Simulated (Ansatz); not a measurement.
**B₂Ge (quintet): wave-function methods side by side, cc-pVDZ**

An exercise on one series of results from a longer session: the logs are not shown, and one member is left open.

Computed with Ansatz 0.2.0, Gaussian basis. Level: cc-pVDZ, core rule «outside noble gas», up to 16 orbitals frozen.

The runs, in order: UHF; CCSD(T) on ROHF; CCSD(T) on UHF; BCCD(T) on ROHF; CISD as a restricted active space (open shells left free, so some higher excitations enter); CCSDT(Q) on ROHF; CCSDT(Q) on UHF; CASSCF and MRCISD+Q, 10 electrons in 11 orbitals; CASSCF and NEVPT2, 10 electrons in 11 orbitals.

23 further runs of the same task are left out: 6 that didn't finish, 17 set aside as unsound or not needed. Runs told in other sessions of the task aren't counted.

### What is computed

The geometry is a PBE0/def2-TZVP stationary point (not a proven minimum) of the parent state, kept for this charge and spin. No spin-orbit coupling is included. The filled d shell of Ge may be among the frozen orbitals whatever the setting's name suggests.

3 atoms, charge 0, spin multiplicity 5.

Atoms are counted from 1 here; the program's logs count them from 0.

Bond lengths: B1–B2 1.542 Å, B2–Ge3 1.941 Å. Angles: B1–B2–Ge3 180.0°.

The first run:

in.yaml

```yaml
crystal:
  periodic: [false, false, false]
  atoms:
    - {symbol: B, position_ang: [0.000000, 0.000000, -1.674700]}
    - {symbol: B, position_ang: [0.000000, 0.000000, -0.133200]}
    - {symbol: Ge, position_ang: [0.000000, 0.000000, 1.807900]}
basis:
  gaussian: {orbitals: cc-pVDZ}
magnetization: {spin_polarized: true, initial_magnetization: 4}
hamiltonian: {xc: hf}
output: {orbitals: {seedname: orbitals}}
```

Command:

```
$ ansatz run in.yaml --threads 1 --pin off --events-out ev --progress --plain --max-ram 2393MiB
```

Among the steps run: UHF; CCSD(T) on ROHF; CCSD(T) on UHF; BCCD(T) on ROHF; CISD as a restricted active space (open shells left free, so some higher excitations enter); CCSDT(Q) on ROHF; CCSDT(Q) on UHF; CASSCF and MRCISD+Q, 10 electrons in 11 orbitals; CASSCF and NEVPT2, 10 electrons in 11 orbitals.

One of the session's tables, all rows but one given; the rest of the session is left out.

```
           method  from UCCSDT(Q) (kJ/mol)
             ROHF                        ?
              UHF                   +504.1
             RMP2                   +124.9
             UMP2                   +126.7
             CISD                    +61.3
            RCCSD                    +27.1
            UCCSD                    +26.5
         RCCSD(T)                     +7.2
         UCCSD(T)                     +6.9
          BCCD(T)                     +7.1
           RCCSDT                     +1.9
           UCCSDT                     +1.6
        RCCSDT(Q)                     +0.4
        UCCSDT(Q)                        0
  CASSCF frontier                   +353.3
  NEVPT2 frontier                    +82.0
  MRCISD frontier                    +27.6
MRCISD+Q frontier                     +2.1
```

Estimate the missing values for ROHF.

The run gave: from UCCSDT(Q) (kJ/mol): +515.6. In the column «from UCCSDT(Q) (kJ/mol)» it is the highest.

Limits of these values: Restricted and unrestricted rows rest on different reference determinants; a gap between their highest levels can come from leftover correlation error, from unlike frozen cores or from another state.
